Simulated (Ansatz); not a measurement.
# LaTl3: the cost of one run

Computed with Ansatz 0.2.0 (DFT r2SCAN, scalar-relativistic, plane waves, PAW, unless a step's input says otherwise).

1 further run of the same task is left out (it didn't finish).

## (1) The structure to begin with

Symmetry: Pm-3m, No. 221, cubic system. The conventional cell has a = 4.799 Å, b = 4.799 Å, c = 4.799 Å, α = 90.00°, β = 90.00°, γ = 90.00°. La (site symmetry m-3m) is surrounded by 12 Tl at 3.39 Å. Tl (site symmetry 4/mmm) is surrounded by 4 La at 3.39 Å and 8 Tl at 3.39 Å.

Structure file:

```
CELL_PARAMETERS angstrom
4.79900 0.00000 0.00000
0.00000 4.79900 0.00000
0.00000 0.00000 4.79900
ATOMIC_POSITIONS crystal
La 0.00000 0.00000 0.00000
Tl 0.00000 0.50000 0.50000
Tl 0.50000 0.50000 0.00000
Tl 0.50000 0.00000 0.50000
```

(A quick probe on a coarse mesh, which set the mesh and smearing, is not shown.)

## (3) Relaxing cell and atoms

Contents of input.yaml:

```yaml
crystal:
  lattice:
    - [4.7989986337, 0.0, 0.0]
    - [0.0, 4.7989986337, 0.0]
    - [0.0, 0.0, 4.7989986337]
  atoms:
    - { symbol: La, position: [0.0, 0.0, 0.0] }
    - { symbol: Tl, position: [0.0, 0.5, 0.5] }
    - { symbol: Tl, position: [0.5, 0.5, 0.0] }
    - { symbol: Tl, position: [0.5, 0.0, 0.5] }
basis:
  ecutwfc: 500
kpoints:
  mp_grid: { grid: [10, 10, 10] }
hamiltonian:
  xc: r2scan
scf:
  occupations: { method: gaussian, width: 0.1 }
output:
  forces: true
  stress: true
  eigenvalues: true
relax:
  adjacent_minimum: "off"
  f_tol: 0.005
  max_steps: 80
  cell: { stress_tol: 0.05 }
```

Run with:

```sh
ansatz run input.yaml --threads 4 --pin off --max-ram 7168MiB --backend cpu --events-out ev --progress --plain --runs-dir out
```

What time and memory should one allow on 4 threads of Arm Neoverse V2, shared host?

About 29 s, with a peak of 0.73 GiB.
